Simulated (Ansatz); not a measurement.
This script makes cell relaxations under several functionals of TiRh3, space group Pm-3m with the Python package of Ansatz (0.2.0).

The script, `lattice_tirh3.py`:
```python
import warnings

import ansatz as az
import numpy as np

def edges_and_angles(cell):
    cell = np.asarray(cell)
    a, b, c = np.linalg.norm(cell, axis=1)
    cosines = cell[1] @ cell[2] / (b * c), cell[0] @ cell[2] / (a * c), cell[0] @ cell[1] / (a * b)
    return (a, b, c, *np.degrees(np.arccos(cosines)))


def main() -> None:
    warnings.simplefilter("ignore", az.DeckWarning)

    crystal = (
        az.Lattice.cubic(3.822)
        .space_group(221)
        .atom("Ti", (0.0, 0.0, 0.0))
        .atom("Rh", (0.0, 0.5, 0.5))
    )

    calculation = (
        crystal.calculation()
        .kpoints(mesh=(7, 7, 7), center="gamma")
        .occupations("fermi_dirac", width=150 * az.meV)
        .relax(cell=True, force_tolerance=0.01, max_steps=60)
    )

    levels = [("blyp", "d3bj"), ("pbesol", "d3bj"), ("lda", "none")]
    print("level            a       b       c    alpha   beta  gamma  V/atom  steps")
    for name, dispersion in levels:
        seen = []
        run = calculation.functional(name, dispersion=dispersion).session().plan()
        result = run.execute(on_event=lambda e: seen.append(e) if e["event"] == "relax_step" else None)
        cell = result.lattice.cell_ang
        label = name if dispersion == "none" else f"{name}+{dispersion}"
        print("{:13s} {:7.4f} {:7.4f} {:7.4f} {:6.2f} {:6.2f} {:6.2f}".format(label, *edges_and_angles(cell)), f"{abs(np.linalg.det(cell)) / len(result.lattice.sites):7.3f} {len(seen):5d}")


if __name__ == "__main__":
    main()
```

Rank the levels of theory by the volume of the relaxed cell.

From smallest to largest: PBEsol+D3BJ (13.35 Å³ an atom, -4.4 % against the start), LDA (13.43 Å³ an atom, -3.8 % against the start) and BLYP+D3BJ (13.83 Å³ an atom, -0.9 % against the start). The spread is 3.6 % in volume.

What the script printed:

```console
$ python lattice_tirh3.py
level            a       b       c    alpha   beta  gamma  V/atom  steps
blyp+d3bj      3.8099  3.8099  3.8099  90.00  90.00  90.00  13.825     4
pbesol+d3bj    3.7657  3.7657  3.7657  90.00  90.00  90.00  13.349     5
lda            3.7730  3.7730  3.7730  90.00  90.00  90.00  13.427     7
```

Forces vanish by symmetry, so the ions can't move, and the end may be a saddle. BLYP and dispersion corrections can be off by several per cent in the lattices of metals, and by several GPa in the pressure at a fixed cell. For a metal this k-point mesh is coarse: on a finer one energies can move by several to tens of meV an atom and pressures by half a GPa or more, differences at one mesh by less. The structure is a deposited one; some such entries were measured under pressure or heat, so a shift against it needn't be the functional's error alone. Wall time of the script: 24 s on 1 thread of Intel(R) Xeon(R) Processor @ 2.30GHz, on a shared host, peak memory 0.57 GiB.
